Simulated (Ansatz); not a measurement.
The same path of a periodic cell of 63 atoms, C (host C, host structure diamond, one C atom removed), cell charge -2 was run twice with different band settings. Lost on the way: C25–C43, C37–C43, C43–C62. Made: C20–C43, C36–C43, C42–C43.

The calculation used DFT PBEsol, scalar-relativistic, plane waves, PAW (Ansatz). Settings: PAW set soft_1, cutoff 420 eV, k mesh 2x2x2, gaussian smearing 0.05 eV, no spin polarisation.

Relaxed end points:

```xyz
63
Lattice="7.1400 0.0000 0.0000 0.0000 7.1400 0.0000 0.0000 0.0000 7.1400" Properties=species:S:1:pos:R:3
C 3.578 -0.003 0.000
C 4.473 0.896 0.891
C 5.361 1.784 0.002
C 6.249 2.672 0.891
C 5.345 -0.026 1.800
C 6.245 0.874 2.688
C 0.003 -0.003 0.003
C 0.895 0.889 0.897
C 1.791 1.784 0.002
C 2.686 2.679 0.897
C 3.578 3.571 0.003
C 4.470 4.465 0.898
C 5.361 5.354 0.002
C 6.251 6.243 0.898
C 1.789 -0.004 1.789
C 2.680 0.896 2.684
C 3.582 1.790 1.793
C 4.477 2.694 2.688
C 5.376 3.594 1.801
C 6.325 4.432 2.607
C 3.589 -0.026 3.556
C 4.477 0.874 4.455
C 5.361 1.784 3.572
C 6.244 2.694 4.455
C 5.377 -0.026 5.343
C 6.248 0.895 6.252
C 0.003 3.571 0.000
C 0.909 4.467 0.884
C 1.791 5.354 0.001
C 2.673 6.240 0.884
C 0.000 1.778 1.793
C 0.901 2.672 2.684
C 1.792 3.571 1.789
C 2.687 4.465 2.681
C 3.576 5.365 1.787
C 4.396 6.275 2.607
C -0.008 -0.026 3.587
C 0.901 0.895 4.459
C 1.791 1.784 3.571
C 2.680 2.672 4.459
C 3.589 3.594 3.587
C 4.396 4.432 4.536
C 6.325 6.275 4.536
C 1.792 -0.003 5.354
C 2.686 0.889 6.246
C 3.582 1.778 5.351
C 4.473 2.672 6.252
C 5.345 3.594 5.343
C 6.251 4.465 6.245
C 0.005 5.342 1.787
C 0.894 6.243 2.681
C -0.008 3.594 3.556
C 0.894 4.465 4.462
C 1.791 5.354 3.572
C 2.687 6.243 4.462
C 0.000 1.790 5.350
C 0.895 2.678 6.246
C 1.789 3.571 5.354
C 2.673 4.467 6.259
C 3.576 5.342 5.356
C 4.470 6.243 6.245
C 0.006 5.365 5.357
C 0.908 6.240 6.259
```

```xyz
63
Lattice="7.1400 0.0000 0.0000 0.0000 7.1400 0.0000 0.0000 0.0000 7.1400" Properties=species:S:1:pos:R:3
C 3.564 -0.005 0.006
C 4.466 0.889 0.896
C 5.360 1.791 0.006
C 6.247 2.678 0.892
C 5.360 -0.005 1.794
C 6.262 0.879 2.691
C -0.005 -0.005 -0.009
C 0.889 0.889 0.889
C 1.782 1.782 -0.003
C 2.678 2.678 0.892
C 3.573 3.573 -0.003
C 4.466 4.466 0.889
C 5.360 5.360 -0.009
C 6.247 6.247 0.892
C 1.791 -0.005 1.779
C 2.681 0.889 2.681
C 3.573 1.782 1.788
C 4.466 2.674 2.681
C 5.360 3.564 1.779
C 6.233 4.476 2.691
C 3.579 -0.005 3.575
C 4.476 0.879 4.477
C 5.360 1.776 3.575
C 6.247 2.678 4.463
C 5.295 0.060 5.415
C 6.233 0.879 6.234
C -0.005 3.564 0.006
C 0.889 4.466 0.896
C 1.791 5.360 0.006
C 2.678 6.247 0.892
C -0.005 1.791 1.779
C 0.889 2.681 2.681
C 1.782 3.573 1.788
C 2.674 4.466 2.681
C 3.564 5.360 1.779
C 4.476 6.233 2.691
C 0.060 0.060 3.510
C 0.879 0.879 4.448
C 1.791 1.791 3.575
C 2.678 2.678 4.463
C 3.564 3.564 3.575
C 4.476 4.476 4.448
C 5.295 5.295 3.510
C 1.776 -0.005 5.350
C 2.674 0.889 6.244
C 3.564 1.791 5.350
C 4.466 2.681 6.244
C 5.360 3.579 5.350
C 6.262 4.476 6.234
C -0.005 5.360 1.794
C 0.879 6.262 2.691
C -0.005 3.579 3.575
C 0.879 4.476 4.477
C 1.776 5.360 3.575
C 2.678 6.247 4.463
C -0.005 1.776 5.350
C 0.889 2.674 6.244
C 1.791 3.564 5.350
C 2.681 4.466 6.244
C 3.579 5.360 5.350
C 4.476 6.262 6.234
C 0.060 5.295 5.415
C 0.879 6.233 6.234
```

Common settings: climbing image yes; spring 5.0 eV/Å²; end points relaxed.

| run | movable images | optimiser | start path | force threshold | iteration limit |
| --- | --- | --- | --- | --- | --- |
| 1 | 5 | fire | IDPP | 0.03 eV/Å | 58 |
| 2 | 3 | quadratic models (default) | default | 0.4 eV/Å | 36 |

Question: What does each run give, and how far can it be trusted?

Answer: Run 1: converged after 52 iterations, highest image 1.895 eV above the first end. By the program's own check the climbing image is of a kind that is not told: the force calls were inconclusive, a negative curvature could not be distinguished from the path's own, the only one lies far off the path, or fixed occupations may fill a level only in part (lowest curvatures found: -6.81 and 1.79 eV/Å²).
Run 2: converged after 3 iterations, highest image 1.975 eV above the first end. The threshold of 0.4 eV/Å is loose, so the images may lie well off the minimum-energy path. The order of the point at the top wasn't checked.
Limits of this set-up: coarse k mesh, PAW files made for another functional, no spin, though dangling bonds at a vacancy may carry it, a typed lattice constant that wasn't relaxed here, charged cell in a uniform background, uncorrected.
